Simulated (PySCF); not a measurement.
# C2H6BClO: the cost of one run

Computed with PySCF 2.14.0, with density-fitted response routines of our own, on a single molecule in the gas phase. Atoms count from 0, in the outputs and in this text.

## Step 1: The starting structure

11 atoms, charge 0, multiplicity 1; geometry from: GFN2-xTB. The atoms were then displaced at random by about 0.01 Å, so the start is not that level's minimum.

Bonds of the start (Å): C0–O1 1.44, O1–B2 1.34, B2–C3 1.56, B2–Cl4 1.73, C0–H5 1.09, C0–H6 1.08, C0–H7 1.06, C3–H8 1.11, C3–H9 1.12, C3–H10 1.07.

## Step 2: Relaxing the molecule at PBE0-D3(BJ)/def2-SVP

Job settings and geometry (Å):

```
{"job": {"xc": "PBE0", "basis": "def2-SVP", "d3": "d3bj", "grid": 1, "shake": 0.01, "kind": "geom"}, "charge": 0, "multiplicity": 1}
C      1.685730    -0.275110    -0.270330
O      0.815520     0.868850    -0.190600
B     -0.511890     0.881660     0.017510
C     -1.414440    -0.366600     0.251150
Cl    -1.170130     2.480540     0.069370
H      1.948800    -0.388230    -1.320870
H      2.568710    -0.043840     0.316120
H      1.197560    -1.148440     0.094140
H     -1.482260    -0.623770     1.331340
H     -2.471240    -0.154380    -0.036080
H     -1.128260    -1.256510    -0.277410
```

Run with:

```console
$ OMP_NUM_THREADS=1 python probes_run.py task.json out
```

The driver reads the jobs from task.json and runs them one after another.

Q: Estimate the wall time and peak memory of this first job on 1 thread of Arm Neoverse V1, shared host.

About 23 s, with a peak of 0.43 GiB.
